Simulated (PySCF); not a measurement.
# BH6NSSi: the cost of one run

The runs use PySCF 2.14.0, with density-fitted response routines of our own; the level of theory stands in each step. All values are computed, except where a source is named. Atoms are numbered from 0 throughout.

### 1 The molecule as given

10 atoms, charge 0, multiplicity 1; geometry from: GFN2-xTB. The atoms were then displaced at random by about 0.01 Å, so the start is not that level's minimum.

Bonds of the start (Å): N0–B1 1.41, B1–S2 1.81, S2–Si3 2.09, N0–H4 0.98, N0–H5 1.01, B1–H6 1.17, Si3–H7 1.46, Si3–H8 1.47, Si3–H9 1.45.

### 2 Geometry optimisation at PBE0-D3(BJ)/def2-SVP

Job settings and geometry (Å):

```
{"job": {"xc": "PBE0", "basis": "def2-SVP", "d3": "d3bj", "grid": 1, "shake": 0.01, "kind": "geom"}, "charge": 0, "multiplicity": 1}
N      2.348440    -0.079770    -0.235710
B      0.963310     0.188930    -0.256100
S     -0.119020    -0.810180     0.797020
Si    -2.030450    -0.104360     0.323450
H      2.739920    -0.774900     0.325330
H      2.997420     0.456560    -0.790590
H      0.531730     1.031070    -0.936210
H     -2.896690    -0.892430     1.195610
H     -2.152450     1.327010     0.631740
H     -2.331770    -0.362860    -1.075580
```

Launch:

```console
OMP_NUM_THREADS=1 python probes_run.py task.json out
```

This one command runs all jobs of the session in turn.

**Question.** How long does this first job take on 1 thread of Arm Neoverse V1, shared host, and how much memory does it need?

About 20 s, with a peak of 0.38 GiB.
